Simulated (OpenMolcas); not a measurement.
# In₂⁺: electronic states by CASSCF, CASPT2 and spin–orbit RASSI, part 2 of 2

Computed with OpenMolcas 26.06; SA-CASSCF(5,8), XMS-CASPT2, RASSI; ANO-RCC-VDZP.

## 5. Along the bond: spin–orbit levels

Energies in eV from the lowest point of the curves kept. Curves are followed by energy order within each symmetry, so they can change character at crossings; levels whose Ω could not be read are left out of the count.

| R (Å) | (1)Ω=1/2 | (2)Ω=1/2 | (1)Ω=3/2 | (3)Ω=1/2 | (4)Ω=1/2 | (2)Ω=3/2 | (5)Ω=1/2 |
| --- | --- | --- | --- | --- | --- | --- | --- |
| 3.098 | 0.189 | 0.538 | 0.744 | 2.187 | 3.887 | 2.392 | 3.960 |
| 3.278 | 0.063 | 0.529 | 0.729 | 1.954 | 3.643 | 2.158 | 4.022 |
| 3.440 | 0.012 | 0.547 | 0.743 | 1.794 | 3.341 | 1.996 | 4.153 |
| 3.602 | 0.000 | 0.583 | 0.774 | 1.673 | 3.068 | 1.872 | 4.273 |
| 3.782 | 0.018 | 0.630 | 0.819 | 1.568 | 2.799 | 1.764 | 4.391 |
| 3.962 | 0.058 | 0.682 | 0.869 | 1.484 | 2.564 | 1.677 | 4.490 |
| 4.214 | 0.134 | 0.751 | 0.937 | 1.396 | 2.290 | 1.584 | 4.610 |
| 4.538 | 0.251 | 0.829 | 1.017 | 1.315 | 2.015 | 1.497 | 4.730 |
| 5.043 | 0.439 | 0.916 | 1.109 | 1.237 | 1.717 | 1.411 | 4.862 |
| 5.763 | 0.673 | 0.985 | 1.192 | 1.177 | 1.471 | 1.337 | 4.976 |
| 6.844 | 0.893 | 1.009 | 1.240 | 1.162 | 1.310 | 1.287 | 5.040 |
| 8.285 | 0.982 | 1.004 | 1.255 | 1.204 | 1.253 | 1.264 | 5.060 |
| 10.806 | 1.000 | 1.002 | 1.253 | 1.241 | 1.245 | 1.254 | 5.069 |

Constants where the minimum is well bracketed:

| curve | Te from the first (cm⁻¹) | Re (Å) | ωe (cm⁻¹) |
| --- | --- | --- | --- |
| (1)Ω=1/2 | 0 | 3.581 | 70.9 |
| (2)Ω=1/2 | 4260 | 3.230 | 71.1 |
| (1)Ω=3/2 | 5880 | 3.259 | 69.9 |

All 13 distances took 7.9 min on 1 thread of Arm Neoverse V1, shared host.

## 6. Outcome

The summary covers parts 1 to 2.

```
                       quantity                value
         lowest spin-free state                (1)2Σ
           next spin-free state      (1)2Π, 0.670 eV
                   lowest level  Ω = 1/2, 99 % (1)2Σ
                     next level   Ω = 1/2, 4700 cm⁻¹
lowering by spin–orbit coupling              91 cm⁻¹
        lowest curve, Re and ωe   3.581 Å, 70.9 cm⁻¹
```

In words: At 3.602 Å the lowest computed level has Ω = 1/2 and is 99 % (1)2Σ. g and u states are not told apart. Only the spin multiplicities and numbers of roots in the input were computed, so the list of states is not complete and the lowest one found need not be the ground state; labels number the states computed.
